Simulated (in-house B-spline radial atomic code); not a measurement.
# Sn⁴⁷⁺: binding energies from hole states

Aim: binding energies of the shells of Sn⁴⁷⁺, from runs with electrons taken out, set against the orbital energies of the parent.

Program: in-house B-spline radial atomic code version 1. Level of theory: Dirac-Hartree-Fock, average of configuration, Fermi nucleus, basis-set limit. These are calculated values, not measurements, unless marked.

### Step 1. The system

| Item | Value |
| --- | --- |
| element | tin (Z = 50) |
| charge | +47 |
| electrons | 3 |
| configuration | [He] 2s1 |
| Hamiltonian | Dirac-Coulomb |
| nucleus | Fermi, rms radius 4.652 fm |

The outer shells:

[He] 2s1
```
[He] core
2s [↑ ]
```

The boxes draw the filling by Hund's rule, which heavy ions in jj coupling don't follow; these runs average over all states of the configuration.

Settings of the run:

```ini
Z = 50
electrons = 3.0
configuration = [He] 2s1
hamiltonian = dirac
method = hf
spin_polarised = False
nucleus = fermi
rms_radius = 4.6519
mass_number = 120
atomic_mass = 119.902202557
speed_of_light = 137.035999084
```

From the earlier run of the reference: total energy -2861.915346 hartree. Levels, eight at most:

| orbital | occupation | energy (eV) | <r> (bohr) |
| --- | --- | --- | --- |
| 1s1/2 | 2 | -34055.6 | 0.02887 |
| 2s1/2 | 1 | -8315.93 | 0.1171 |

### Step 2. The 1s hole

Settings of the run:

```ini
Z = 50
electrons = 2.0
configuration = 1s1 2s1
hamiltonian = dirac
method = hf
spin_polarised = False
nucleus = fermi
rms_radius = 4.6519
mass_number = 120
atomic_mass = 119.902202557
speed_of_light = 137.035999084
```

### Step 3. The 2s hole

The settings differ from step 2 so:

```diff
@@ -2,3 +2,3 @@
 electrons = 2.0
-configuration = 1s1 2s1
+configuration = 1s2
 hamiltonian = dirac
```

**Question.** What does each hole state cost in eV, and how does that compare with the orbital energies or single holes?

The runs gave:

| hole | ΔSCF (eV) | with Breit, QED, recoil (eV) | −ε of the parent (eV) | −ε less ΔSCF (eV) |
| --- | --- | --- | --- | --- |
| 1s | 34037.5 | 33953.6 | 34055.6 | 18.03 |
| 2s | 8315.92 | 8306.69 | 8315.93 | 0.01 |

What this shows: Relaxation of the remaining electrons brings each binding energy under −ε, by 18.0 eV for 1s and 0.01 eV for 2s. Two partly filled shells share a symmetry and can mix in the average, which may lower the energy, in these hole states: 1s. Values are for the free ion, measured from the vacuum level.
